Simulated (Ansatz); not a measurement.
# CH5ISSi: a ladder of functionals and wavefunction methods

The task here is to estimate one member of a computed series from the others.

Computed with Ansatz 0.2.0, Gaussian basis. Level: functionals in def2-TZVPP, the program's frozen cores in correlated methods.

Levels to be run: LDA (SPW92), PBE-D4, revPBE-D4, BLYP-D4, r2SCAN-D4, B97M-V, PBE0-D4, B3LYP-D4, r2SCANh-D4, r2SCAN0-D4, HSE06-D4, BHLYP-D4, CAM-B3LYP-D4, LC-ωPBE, ωB97X-V, ωB97M-V, B2PLYP, PBE-QIDH; CCSD(T)/def2-SVP; CCSD(T)/def2-TZVPP; MP2/def2-QZVPP; extrapolation to the limit; RPA on PBE.

**Structure used throughout**

All runs share one geometry, relaxed beforehand with PBE0-D4 in a triple-zeta def2 set. I takes the def2 core potential; no spin-orbit term is included.

SMILES `CS[SiH2]I`, 9 atoms, charge 0, spin multiplicity 1.

Atoms are counted from 1 here; the program's logs count them from 0.

Bond lengths: C1–S2 1.815 Å, C1–H5 1.089 Å, C1–H6 1.090 Å, C1–H7 1.090 Å, S2–Si3 2.109 Å, Si3–I4 2.451 Å, Si3–H8 1.479 Å, Si3–H9 1.483 Å. Angles: S2–C1–H5 106.5°, S2–C1–H6 111.1°, S2–C1–H7 110.6°, H5–C1–H6 109.2°, H5–C1–H7 109.2°, H6–C1–H7 110.2°, C1–S2–Si3 99.9°, S2–Si3–I4 112.6°, S2–Si3–H8 106.7°, S2–Si3–H9 111.5°, I4–Si3–H8 108.7°, I4–Si3–H9 105.4°, H8–Si3–H9 111.9°.

As a file:

```
C    -0.0691    1.2563   -0.8844
S     1.2510    0.0446   -0.5926
Si    0.3358   -1.1356    0.8965
I    -1.6958   -2.2513    0.0983
H     0.3069    1.9495   -1.6358
H    -0.3031    1.8079    0.0257
H    -0.9633    0.7639   -1.2658
H     1.3215   -2.1672    1.2877
H    -0.0953   -0.3143    2.0532
```

Set-up of the first run:

The input, in.yaml:

```yaml
crystal:
  periodic: [false, false, false]
  atoms:
    - {symbol: C, position_ang: [-0.069096, 1.256255, -0.884371]}
    - {symbol: S, position_ang: [1.251005, 0.044584, -0.592599]}
    - {symbol: Si, position_ang: [0.335794, -1.135639, 0.896490]}
    - {symbol: I, position_ang: [-1.695834, -2.251254, 0.098297]}
    - {symbol: H, position_ang: [0.306927, 1.949531, -1.635784]}
    - {symbol: H, position_ang: [-0.303106, 1.807891, 0.025733]}
    - {symbol: H, position_ang: [-0.963307, 0.763940, -1.265823]}
    - {symbol: H, position_ang: [1.321511, -2.167194, 1.287745]}
    - {symbol: H, position_ang: [-0.095294, -0.314313, 2.053211]}
basis:
  gaussian: {orbitals: def2-TZVPP}
hamiltonian: {xc: lda}
output: {orbitals: {seedname: orbitals}}
```

Among the steps run: LDA; PBE-D4 (GGA); revPBE-D4 (GGA); BLYP-D4 (GGA); r2SCAN-D4 (meta-GGA); B97M-V (meta-GGA); PBE0-D4 (hybrid); B3LYP-D4 (hybrid); r2SCANh-D4 (hybrid); r2SCAN0-D4 (hybrid); HSE06-D4 (hybrid); BHLYP-D4 (hybrid); CAM-B3LYP-D4 (range-separated); LC-ωPBE (range-separated); ωB97X-V (range-separated); ωB97M-V (range-separated); B2PLYP (double hybrid); PBE-QIDH (double hybrid).

One of the session's tables, all rows but one given; the rest of the session is left out.

It belongs to the step «Orbital energies across the functionals». 

| functional | HOMO (eV) | gap (eV) |
| --- | --- | --- |
| LDA (SPW92) | -6.19 | 4.33 |
| PBE-D4 | -6.07 | 4.44 |
| revPBE-D4 | -6.03 | 4.49 |
| BLYP-D4 | -5.90 | 4.40 |
| r2SCAN-D4 | -6.33 | 4.98 |
| B97M-V | -6.42 | 5.04 |
| PBE0-D4 | -7.24 | 6.45 |
| B3LYP-D4 | -7.00 | 6.00 |
| r2SCANh-D4 | -6.77 | 5.70 |
| r2SCAN0-D4 | -7.42 | 6.78 |
| HSE06-D4 | ? | ? |
| BHLYP-D4 | -8.26 | 8.38 |
| CAM-B3LYP-D4 | -8.51 | 8.73 |
| LC-ωPBE | -9.88 | 11.21 |
| ωB97X-V | -9.53 | 10.76 |
| ωB97M-V | -9.38 | 10.39 |

Estimate the missing values for HSE06-D4.

**Answer.** HOMO (eV): -6.85; gap (eV): 5.68. In the column «HOMO (eV)» it lies between B3LYP-D4 (-7.00) and r2SCANh-D4 (-6.77).
